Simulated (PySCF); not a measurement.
# C8H6Se: the cost of one run

Programs: PySCF 2.14.0, with routines of our own; each step states its level. All values are computed. Atoms count from 0.

## Step 1: The starting structure

15 atoms, charge 0, multiplicity 1; geometry from: GFN2-xTB.

## Step 2: Optimising the geometry at PBE0-D3(BJ)/def2-SVP

Job settings and geometry (Å):

```
{"job": {"xc": "PBE0", "basis": "def2-SVP", "d3": "d3bj", "grid": 2, "kind": "geom"}, "charge": 0, "multiplicity": 1}
C      2.933069    -1.400326     0.773792
C      2.244369    -0.874956    -0.057691
C      1.413584    -0.283715    -1.034623
C      0.368575     0.438245    -0.721581
C     -0.701187     1.088486    -0.368701
C     -0.765249     2.478082    -0.147432
C     -0.853804     3.658845     0.053030
Se    -2.400829     0.147921    -0.119238
C     -1.727237    -1.666335    -0.359178
H      3.544723    -1.850093     1.497232
H      1.701476    -0.439886    -2.069170
H     -0.912539     4.692074     0.222457
H     -0.917460    -1.844793     0.345230
H     -2.553771    -2.343067    -0.159987
H     -1.378134    -1.792491    -1.381707
```

Run with:

```bash
OMP_NUM_THREADS=1 python excited_run.py task.json out
```

One launch serves the whole session: the jobs run in the order shown.

**Question.** How long does this first job take on 1 thread of Intel Xeon Platinum 8375C at 2.90GHz, shared host, and how much memory does it need?

About 97 s, with a peak of 0.9 GiB.
